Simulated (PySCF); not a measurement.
# C₆H₃ClN₂Se: excited states, first hyperpolarisability

Wanted: excited states, first hyperpolarisability for C₆H₃ClN₂Se (`Clc1cccc2n[se]nc12`).

Computed with PySCF 2.14.0 and routines of our own; the level stands in each step. Atoms count from 0.

### Step 1. The system as given

13 atoms, charge 0, multiplicity 1; geometry from: GFN2-xTB.

### Step 2. Optimising the geometry at PBE0-D3(BJ)/def2-SVP

What the job is given:

```
{"job": {"xc": "PBE0", "basis": "def2-SVP", "d3": "d3bj", "grid": 2, "kind": "geom"}, "charge": 0, "multiplicity": 1}
Cl    -0.322075     3.083104    -0.179822
C     -0.333345     1.367834    -0.075196
C     -1.504467     0.666263     0.003032
C     -1.505609    -0.741681     0.090560
C     -0.349011    -1.465706     0.099875
C      0.877155    -0.776119     0.019050
N      2.082717    -1.332957     0.016259
Se     3.292718    -0.077804    -0.098289
N      2.105963     1.201398    -0.140010
C      0.894693     0.666887    -0.069952
H     -2.443103     1.197126    -0.001104
H     -2.457528    -1.246622     0.151022
H     -0.342496    -2.541237     0.166847
```

Started as:

```bash
$ OMP_NUM_THREADS=1 python excited_run.py task.json out
```

One launch serves the whole session: the jobs run in the order shown.

Standard output:

```text
step   0  E = -3200.17480372  max force = 0.023895
step   1  E = -3200.17787468  max force = 0.004491
step   2  E = -3200.17790371  max force = 0.004338
step   3  E = -3200.17795507  max force = 0.001551
step   4  E = -3200.17795625  max force = 0.000869
step   5  E = -3200.17796012  max force = 0.000340
optimisation converged
```

Run time: 1.8 min. Hardware: 1 thread of Arm Neoverse V1, shared host; peak memory 0.9 GiB.

Relaxation path:

```
step  energy from step 0 (eV)  largest force component (eV/Å)
   0                   0.0000                          1.2287
   1                  -0.0836                          0.2309
   2                  -0.0844                          0.2231
   3                  -0.0858                          0.0798
   4                  -0.0858                          0.0447
   5                  -0.0859                          0.0175
```

Close pairs (by a distance rule), those that changed most:

```
  bond  before (Å)  after (Å)  change (Å)
Se7–N8       1.745      1.774      +0.029
N6–Se7       1.747      1.775      +0.028
 C1–C9       1.414      1.435      +0.021
 C4–C5       1.409      1.428      +0.019
 C2–C3       1.411      1.430      +0.019
 C5–C9       1.446      1.463      +0.018
C3–H11       1.079      1.092      +0.013
C2–H10       1.078      1.091      +0.013
```

The end geometry stands in the next job.

```
                         at the end point                value
  point group (found at 0.08 Å tolerance)                   Cs
rotational constants (GHz, main isotopes)  1.473, 0.631, 0.442
                        dipole moment (D)                 1.41
```

### Step 3. Excited states: TDA CAM-B3LYP/aug-cc-pVDZ

What the job is given:

```
{"job": {"kind": "states", "xc": "CAM-B3LYP", "basis": "aug-cc-pVDZ", "tda": true, "soc": true, "nstates": 6, "ntriplets": 5, "nquad": 4}, "charge": 0, "multiplicity": 1}
Cl    -0.093051     3.611570     0.009195
C     -0.101670     1.896062     0.118053
C     -1.268843     1.187491     0.192014
C     -1.264872    -0.239376     0.282443
C     -0.106500    -0.963074     0.300475
C      1.137152    -0.264232     0.225968
N      2.327168    -0.844555     0.234988
Se     3.532654     0.453321     0.121369
N      2.339991     1.765956     0.065258
C      1.151456     1.196034     0.131491
H     -2.217306     1.727003     0.181369
H     -2.227314    -0.753115     0.338287
H     -0.098033    -2.051213     0.369257
```

With the program's defaults for keys left out, this is: TDA CAM-B3LYP/aug-cc-pVDZ excited states, vertical, gas phase, spin-orbit mean-field couplings.

Standard output:

```text
coarse grid: 62384 points
cycle   1  E = -3201.5838365775  dE =  1.459e+00  |g| = 4.544e-01  |ddm| = 3.257e+01
cycle   2  E = -3201.5860114726  dE = -2.175e-03  |g| = 5.027e-01  |ddm| = 7.579e+00
cycle   3  E = -3201.6419768138  dE = -5.597e-02  |g| = 8.989e-02  |ddm| = 3.010e+00
cycle   4  E = -3201.6434716953  dE = -1.495e-03  |g| = 5.448e-02  |ddm| = 7.688e-01
cycle   5  E = -3201.6441324749  dE = -6.608e-04  |g| = 2.531e-02  |ddm| = 3.507e-01
cycle   6  E = -3201.6442816460  dE = -1.492e-04  |g| = 5.916e-03  |ddm| = 1.045e-01
cycle   7  E = -3201.6442936672  dE = -1.202e-05  |g| = 2.271e-03  |ddm| = 4.174e-02
cycle   8  E = -3201.6442967520  dE = -3.085e-06  |g| = 1.107e-03  |ddm| = 1.941e-02
final grid: 130168 points
cycle   9  E = -3201.6442871536  dE = -4.279e-07  |g| = 1.218e-03  |ddm| = 4.116e-02
cycle  10  E = -3201.6442867800  dE =  3.736e-07  |g| = 1.883e-03  |ddm| = 1.568e-02
cycle  11  E = -3201.6442877090  dE = -9.290e-07  |g| = 2.690e-04  |ddm| = 9.102e-03
cycle  12  E = -3201.6442877325  dE = -2.347e-08  |g| = 1.366e-04  |ddm| = 1.283e-03
cycle  13  E = -3201.6442877497  dE = -1.723e-08  |g| = 6.854e-05  |ddm| = 1.811e-03
cycle  14  E = -3201.6442877513  dE = -1.614e-09  |g| = 1.250e-05  |ddm| = 4.399e-04
cycle  15  E = -3201.6442877513  dE = -4.184e-11  |g| = 2.924e-06  |ddm| = 9.908e-05
converged SCF energy = -3201.6442877513

Singlet excitations
state   eV       nm        f     d(h-e)  d(exc)  Lambda  PR(NTO)  |dmu|/D   mu/D   main configurations
  1   3.8467   322.3   0.09907   1.494   3.598   0.746   1.103    3.751    4.595   H->L 0.94
  2   4.4433   279.0   0.00019   0.432   2.880   0.456   1.020    0.974    1.459   H-2->L 0.88
  3   4.4694   277.4   0.32053   0.285   3.233   0.683   1.369    0.249    1.578   H-1->L 0.84
  4   5.0128   247.3   0.00008   0.207   2.980   0.502   1.042    0.539    1.389   H-4->L 0.82, H-5->L 0.13
  5   5.4642   226.9   0.00004   1.331   3.138   0.387   1.007                     H-1->L+1 0.82
  6   5.7585   215.3   0.00253   2.738   4.125   0.280   1.037                     H->L+1 0.80

Triplet excitations (Tamm-Dancoff)
state   eV     d(h-e)  d(exc)  Lambda  PR(NTO)   main configurations
  1   2.3001   0.671   3.163   0.750   1.107   H->L 0.90
  2   2.9574   0.209   3.131   0.696   1.029   H-1->L 0.96
  3   3.8147   0.346   2.725   0.450   1.046   H-2->L 0.81
  4   4.0890   0.206   2.584   0.700   1.967   H-3->L 0.43, H->L+5 0.28, H-6->L 0.12
  5   4.5317   0.206   2.827   0.492   1.085   H-4->L 0.74, H-5->L 0.15
S1 - T1 = 1.5465 eV

Spin-orbit couplings |<S|Hso|T>| (cm-1)
             T1       T2       T3       T4       T5
S0        0.761    0.665  208.721    0.586  251.711
S1        0.075    0.614   24.136    0.065   31.097
S2       16.475  212.619    6.226   17.340  144.917
S3        0.524    5.417  241.319    0.556  299.364
S4       28.193  307.571  143.048   31.440    2.269
S5       47.567  273.542    3.112    3.563   10.886
S6      229.258   60.575   21.066  102.963    0.944
T1 sublevels (cm-1): 0.000 1.980 1.985   radiative rates (1/s): 53.8 0.14 0.0297
```

Wall time 1.7 min (1 thread of Arm Neoverse V1, shared host); peak memory 1.3 GiB.

Key values:

```
  quantity    value
S1 less T1  1.55 eV
```

### Step 4. Excited states: TDDFT CAM-B3LYP/aug-cc-pVDZ

Settings changed since step 3:

```diff
@@ -1,2 +1,2 @@
-{"job": {"kind": "states", "xc": "CAM-B3LYP", "basis": "aug-cc-pVDZ", "tda": true, "soc": true, "nstates": 6, "ntriplets": 5, "nquad": 4}, "charge": 0, "multiplicity": 1}
+{"job": {"kind": "states", "xc": "CAM-B3LYP", "basis": "aug-cc-pVDZ", "tpa": true, "nstates": 8, "nquad": 6, "ntriplets": 0}, "charge": 0, "multiplicity": 1}
 Cl    -0.093051     3.611570     0.009195
```

With the program's defaults for keys left out, this is: TDDFT CAM-B3LYP/aug-cc-pVDZ excited states, vertical, gas phase, two-photon moments by quadratic response.

Standard output:

```text
coarse grid: 62384 points
cycle   1  E = -3201.5838365775  dE =  1.459e+00  |g| = 4.544e-01  |ddm| = 3.257e+01
cycle   2  E = -3201.5860114726  dE = -2.175e-03  |g| = 5.027e-01  |ddm| = 7.579e+00
cycle   3  E = -3201.6419768138  dE = -5.597e-02  |g| = 8.989e-02  |ddm| = 3.010e+00
cycle   4  E = -3201.6434716953  dE = -1.495e-03  |g| = 5.448e-02  |ddm| = 7.688e-01
cycle   5  E = -3201.6441324749  dE = -6.608e-04  |g| = 2.531e-02  |ddm| = 3.507e-01
cycle   6  E = -3201.6442816460  dE = -1.492e-04  |g| = 5.916e-03  |ddm| = 1.045e-01
cycle   7  E = -3201.6442936672  dE = -1.202e-05  |g| = 2.271e-03  |ddm| = 4.174e-02
cycle   8  E = -3201.6442967520  dE = -3.085e-06  |g| = 1.107e-03  |ddm| = 1.941e-02
final grid: 130168 points
cycle   9  E = -3201.6442871536  dE = -4.279e-07  |g| = 1.218e-03  |ddm| = 4.116e-02
cycle  10  E = -3201.6442867800  dE =  3.736e-07  |g| = 1.883e-03  |ddm| = 1.568e-02
cycle  11  E = -3201.6442877090  dE = -9.290e-07  |g| = 2.690e-04  |ddm| = 9.102e-03
cycle  12  E = -3201.6442877325  dE = -2.347e-08  |g| = 1.366e-04  |ddm| = 1.283e-03
cycle  13  E = -3201.6442877497  dE = -1.723e-08  |g| = 6.854e-05  |ddm| = 1.811e-03
cycle  14  E = -3201.6442877513  dE = -1.614e-09  |g| = 1.250e-05  |ddm| = 4.399e-04
cycle  15  E = -3201.6442877513  dE = -4.184e-11  |g| = 2.924e-06  |ddm| = 9.908e-05
converged SCF energy = -3201.6442877513

Singlet excitations
state   eV       nm        f     d(h-e)  d(exc)  Lambda  PR(NTO)  |dmu|/D   mu/D   delta(TPA)   sigma/GM   main configurations
  1   3.6275   341.8   0.06906   1.371   3.551   0.741   1.144    3.467    4.350       56.23      0.271   H->L 0.98
  2   4.2577   291.2   0.25353   0.266   3.195   0.679   1.398    0.293    1.591       32.55      0.216   H-1->L 0.91
  3   4.3859   282.7   0.00001   0.436   2.884   0.457   1.020    0.969    1.467        0.72      0.005   H-2->L 0.88
  4   4.9742   249.3   0.00000   0.209   2.981   0.501   1.043    0.563    1.394        0.18      0.002   H-4->L 0.82, H-5->L 0.13
  5   5.4423   227.8   0.00004   1.346   3.149   0.387   1.009    4.270    5.367        1.36      0.015   H-1->L+1 0.82
  6   5.7412   216.0   0.00238   2.751   4.128   0.279   1.028    6.651    7.685        2.24      0.027   H->L+1 0.80
  7   5.7998   213.8   0.00335   0.760   3.449   0.669   1.311                                            H-3->L 0.88
  8   5.9371   208.8   0.00002   2.500   3.900   0.418   1.035                                            H-5->L 0.76, H-4->L 0.11
```

Wall time 2.2 min (1 thread of Arm Neoverse V1, shared host); peak memory 1.3 GiB.

### Step 5. First hyperpolarisability: quadratic response CAM-B3LYP/aug-cc-pVDZ

Settings changed since step 4:

```diff
@@ -1,2 +1,2 @@
-{"job": {"kind": "states", "xc": "CAM-B3LYP", "basis": "aug-cc-pVDZ", "tpa": true, "nstates": 8, "nquad": 6, "ntriplets": 0}, "charge": 0, "multiplicity": 1}
+{"job": {"kind": "beta", "xc": "CAM-B3LYP", "basis": "aug-cc-pVDZ"}, "charge": 0, "multiplicity": 1}
 Cl    -0.093051     3.611570     0.009195
```

Level: quadratic response CAM-B3LYP/aug-cc-pVDZ first hyperpolarisability, Taylor convention, gas phase.

Standard output:

```text
coarse grid: 62384 points
cycle   1  E = -3201.5838365775  dE =  1.459e+00  |g| = 4.544e-01  |ddm| = 3.257e+01
cycle   2  E = -3201.5860114726  dE = -2.175e-03  |g| = 5.027e-01  |ddm| = 7.579e+00
cycle   3  E = -3201.6419768138  dE = -5.597e-02  |g| = 8.989e-02  |ddm| = 3.010e+00
cycle   4  E = -3201.6434716953  dE = -1.495e-03  |g| = 5.448e-02  |ddm| = 7.688e-01
cycle   5  E = -3201.6441324749  dE = -6.608e-04  |g| = 2.531e-02  |ddm| = 3.507e-01
cycle   6  E = -3201.6442816460  dE = -1.492e-04  |g| = 5.916e-03  |ddm| = 1.045e-01
cycle   7  E = -3201.6442936672  dE = -1.202e-05  |g| = 2.271e-03  |ddm| = 4.174e-02
cycle   8  E = -3201.6442967520  dE = -3.085e-06  |g| = 1.107e-03  |ddm| = 1.941e-02
final grid: 130168 points
cycle   9  E = -3201.6442871536  dE = -4.279e-07  |g| = 1.218e-03  |ddm| = 4.116e-02
cycle  10  E = -3201.6442867800  dE =  3.736e-07  |g| = 1.883e-03  |ddm| = 1.568e-02
cycle  11  E = -3201.6442877090  dE = -9.290e-07  |g| = 2.690e-04  |ddm| = 9.102e-03
cycle  12  E = -3201.6442877325  dE = -2.347e-08  |g| = 1.366e-04  |ddm| = 1.283e-03
cycle  13  E = -3201.6442877497  dE = -1.723e-08  |g| = 6.854e-05  |ddm| = 1.811e-03
cycle  14  E = -3201.6442877513  dE = -1.614e-09  |g| = 1.250e-05  |ddm| = 4.399e-04
cycle  15  E = -3201.6442877513  dE = -4.184e-11  |g| = 2.924e-06  |ddm| = 9.908e-05
converged SCF energy = -3201.6442877513

Lowest singlets (eV, f): 3.6275 0.0691  4.2577 0.2535  4.3859 0.0000

First hyperpolarisability (au)
process     nm      |vector|   parallel      HRS      DR
static         -      235.84      -78.2      96.59    5.19
shg       1907.0      260.55      -88.2     105.81   5.447
eope      1907.0      243.42      -81.3          -       -
shg       1064.0      349.84    -121.68      141.0    5.29
eope      1064.0      262.53     -88.98          -       -
```

It took 96 s on 1 thread of Arm Neoverse V1, shared host; peak memory 1.3 GiB.

### Step 6. Excited states: TDA CAM-B3LYP/aug-cc-pVDZ in methanol

Settings changed since step 5:

```diff
@@ -1,2 +1,2 @@
-{"job": {"kind": "beta", "xc": "CAM-B3LYP", "basis": "aug-cc-pVDZ"}, "charge": 0, "multiplicity": 1}
+{"job": {"kind": "states", "xc": "CAM-B3LYP", "basis": "aug-cc-pVDZ", "tda": true, "soc": true, "nstates": 6, "ntriplets": 5, "nquad": 4, "solvent": "methanol"}, "charge": 0, "multiplicity": 1}
 Cl    -0.093051     3.611570     0.009195
```

Method: TDA CAM-B3LYP/aug-cc-pVDZ excited states, vertical, IEF-PCM methanol (non-equilibrium response), spin-orbit mean-field couplings.

Standard output:

```text
coarse grid: 62384 points
cycle   1  E = -3201.5955461273  dE =  1.448e+00  |g| = 4.384e-01  |ddm| = 3.258e+01
cycle   2  E = -3201.6042640164  dE = -8.718e-03  |g| = 4.587e-01  |ddm| = 7.804e+00
cycle   3  E = -3201.6511065200  dE = -4.684e-02  |g| = 7.658e-02  |ddm| = 2.913e+00
cycle   4  E = -3201.6524417354  dE = -1.335e-03  |g| = 3.696e-02  |ddm| = 7.777e-01
cycle   5  E = -3201.6527803163  dE = -3.386e-04  |g| = 1.493e-02  |ddm| = 3.002e-01
cycle   6  E = -3201.6528345500  dE = -5.423e-05  |g| = 5.095e-03  |ddm| = 9.176e-02
cycle   7  E = -3201.6528438296  dE = -9.280e-06  |g| = 1.614e-03  |ddm| = 3.311e-02
final grid: 130168 points
cycle   8  E = -3201.6528348724  dE = -1.374e-06  |g| = 2.036e-03  |ddm| = 4.101e-02
cycle   9  E = -3201.6528340724  dE =  7.999e-07  |g| = 3.012e-03  |ddm| = 2.220e-02
cycle  10  E = -3201.6528362057  dE = -2.133e-06  |g| = 4.101e-04  |ddm| = 1.288e-02
cycle  11  E = -3201.6528362810  dE = -7.536e-08  |g| = 2.117e-04  |ddm| = 3.121e-03
cycle  12  E = -3201.6528363270  dE = -4.593e-08  |g| = 9.537e-05  |ddm| = 2.400e-03
cycle  13  E = -3201.6528363308  dE = -3.794e-09  |g| = 1.740e-05  |ddm| = 9.577e-04
cycle  14  E = -3201.6528363308  dE = -7.367e-11  |g| = 5.477e-06  |ddm| = 1.304e-04
converged SCF energy = -3201.6528363308

Singlet excitations
state   eV       nm        f     d(h-e)  d(exc)  Lambda  PR(NTO)  |dmu|/D   mu/D   main configurations
  1   3.8010   326.2   0.11717   1.499   3.580   0.742   1.088    4.345    5.843   H->L 0.95
  2   4.3475   285.2   0.43352   0.241   3.232   0.694   1.259    0.187    2.444   H-1->L 0.88
  3   4.6090   269.0   0.00001   0.408   2.869   0.459   1.020    1.087    2.251   H-2->L 0.89
  4   5.0746   244.3   0.00003   0.182   2.977   0.552   1.038    0.534    2.178   H-4->L 0.93
  5   5.4814   226.2   0.00004   1.320   3.132   0.384   1.006                     H-1->L+1 0.85
  6   5.8402   212.3   0.00371   2.724   4.151   0.280   1.036                     H->L+1 0.84

Triplet excitations (Tamm-Dancoff)
state   eV     d(h-e)  d(exc)  Lambda  PR(NTO)   main configurations
  1   2.3290   0.698   3.166   0.746   1.104   H->L 0.90
  2   2.8846   0.174   3.121   0.706   1.028   H-1->L 0.96
  3   3.9950   0.332   2.724   0.454   1.046   H-2->L 0.82
  4   4.1516   0.170   2.565   0.712   2.001   H-3->L 0.40, H->L+5 0.34, H-6->L 0.13
  5   4.6174   0.185   2.840   0.544   1.075   H-4->L 0.87
S1 - T1 = 1.4719 eV

Spin-orbit couplings |<S|Hso|T>| (cm-1)
             T1       T2       T3       T4       T5
S0        0.787    0.639  210.344    0.720  271.471
S1        0.073    0.566   24.837    0.073   34.282
S2        0.270    0.323  245.862    0.634  319.783
S3       15.636  214.121    2.346   17.522  153.270
S4       24.847  318.427  150.019   30.381    2.525
S5       37.424  286.897    1.762    6.438   12.502
S6      236.306   49.909   22.195  104.084    0.090
T1 sublevels (cm-1): 0.000 2.036 2.038   radiative rates (1/s): 67.1 0.097 0.0391
```

It took 1.7 min on 1 thread of Arm Neoverse V1, shared host; peak memory 1.3 GiB.

In short:

```
  quantity    value
S1 less T1  1.47 eV
```

### Step 7. Results

```
                                                   quantity                                                value
                                                point group                                                   Cs
                       rotational constants (main isotopes)                                 1.47, 0.63, 0.44 GHz
             S1 less T1 (step 3, TDA CAM-B3LYP/aug-cc-pVDZ)                                              1.55 eV
β vector (step 5, quadratic response CAM-B3LYP/aug-cc-pVDZ)  static 236, SHG 1907.0 nm 261, SHG 1064.0 nm 350 au
 S1 less T1 (step 6, TDA CAM-B3LYP/aug-cc-pVDZ in methanol)                                              1.47 eV
```

The optimisation took 5 steps and gained 0.086 eV; among the close pairs (by a distance rule), Se7–N8 changed most, from 1.745 to 1.774 Å. No frequency check was run at this level, so the end point may be a saddle. Scalar relativity is left out for the heavy atoms. In step 3, the number of triplets below S1 is 3, and the largest singlet-triplet spin-orbit coupling is S4–T2, 307.57 cm⁻¹. Steps that list no spin-orbit terms leave them out, which matters at and beside the heavy atoms. β grows from 236 au (static) to 350 au for doubling at 1064.0 nm: normal dispersion, which grows as twice the photon energy moves toward the bright states. In step 6, the number of triplets below S1 is 2, and the largest singlet-triplet spin-orbit coupling is S2–T5, 319.78 cm⁻¹.
